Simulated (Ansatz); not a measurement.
# SnGe2Se3: the cost of one run

Computed with Ansatz 0.2.0 (DFT PBE, scalar-relativistic, plane waves, PAW, unless a step names another level, unless a step's input says otherwise).

## Step 1: The structure to begin with

Symmetry: I4/mmm, No. 139, tetragonal system. Conventional cell: a = 4.113 Å, b = 4.113 Å, c = 17.446 Å, α = 90.00°, β = 90.00°, γ = 90.00°. Sn (site symmetry 4/mmm) is surrounded by 6 Se at 2.91 to 3.01 Å. Around Ge (site symmetry 4mm) lie 6 Se at 2.73 to 2.98 Å. Se (site symmetry 4mm) is surrounded by 5 Ge at 2.73 to 2.91 Å and 1 Sn at 3.01 Å. Se (site symmetry 4/mmm) has 4 Sn at 2.91 Å and 2 Ge at 2.98 Å as nearest neighbours.

Coordinates:

```xyz
6
Lattice="-2.0563 2.0563 8.7230 2.0563 -2.0563 8.7230 2.0563 2.0563 -8.7230" Properties=species:S:1:pos:R:3 pbc="T T T"
Sn    0.0000    0.0000    8.7230
Ge    0.0000    0.0000   14.4658
Ge    0.0000    0.0000    2.9802
Se    0.0000    0.0000   11.7380
Se    0.0000    0.0000    0.0000
Se    0.0000    0.0000    5.7080
```

It is the end of an earlier relaxation with the same method, from a generated guess; it is a trial structure. At a tolerance of 0.02 Å it has space group I4/mmm (No. 139); it has 24.59 Å³/atom, an uncorrected energy of -0.27 eV/atom over the elements.

## Step 2: Electronic structure at the relaxed geometry

input.yaml reads:

```yaml
crystal:
  lattice:
    - [-2.0563186666, 2.0563186666, 8.722993213]
    - [2.0563186666, -2.0563186666, 8.722993213]
    - [2.0563186666, 2.0563186666, -8.722993213]
  atoms:
    - { symbol: Sn, position: [0.5, 0.5, 0.0] }
    - { symbol: Ge, position: [0.8291771102, 0.8291771102, 0.0] }
    - { symbol: Ge, position: [0.1708228898, 0.1708228898, 0.0] }
    - { symbol: Se, position: [0.6728171058, 0.6728171058, 0.0] }
    - { symbol: Se, position: [0.0, 0.0, 0.0] }
    - { symbol: Se, position: [0.3271828942, 0.3271828942, 0.0] }
basis:
  ecutwfc: 420
kpoints:
  mp_grid: { grid: [12, 12, 12] }
  band_path:
    path:
      - [[0.0, 0.0, 0.0], [0.0, 0.0, 0.5], [0.25, 0.25, 0.25], [0.0, 0.5, 0.0], [0.0, 0.0, 0.0], [0.5, 0.5, -0.5], [0.2638928, 0.7361072, -0.2638928]]
      - [[-0.2638928, 0.2638928, 0.2638928], [0.0, 0.0, 0.0]]
      - [[0.0, 0.0, 0.5], [-0.0277856, 0.0277856, 0.5]]
      - [[0.5, 0.5, -0.0277856], [0.5, 0.5, -0.5]]
    npoints: 14
hamiltonian:
  xc: pbe
scf:
  occupations: { method: gaussian, width: 0.01 }
  n_extra_bands: 15
output:
  forces: true
  stress: true
  eigenvalues: true
  populations: true
  dos: { projected: true, de: 0.02, nscf_kmesh: { grid: [15, 15, 15] } }
  bader: true
  write_density: true
  write_potential: true
  elf: true
  volumetric_format: npy
```

Started as:

```console
ansatz run input.yaml --threads 1 --pin off --max-ram 2560MiB --backend cpu --events-out ev --progress --plain --runs-dir out
```

Q: Estimate wall time and peak memory on 1 thread of Intel Xeon 6975P-C (Granite Rapids), shared host.

About 2.3 min, with a peak of 1.7 GiB.
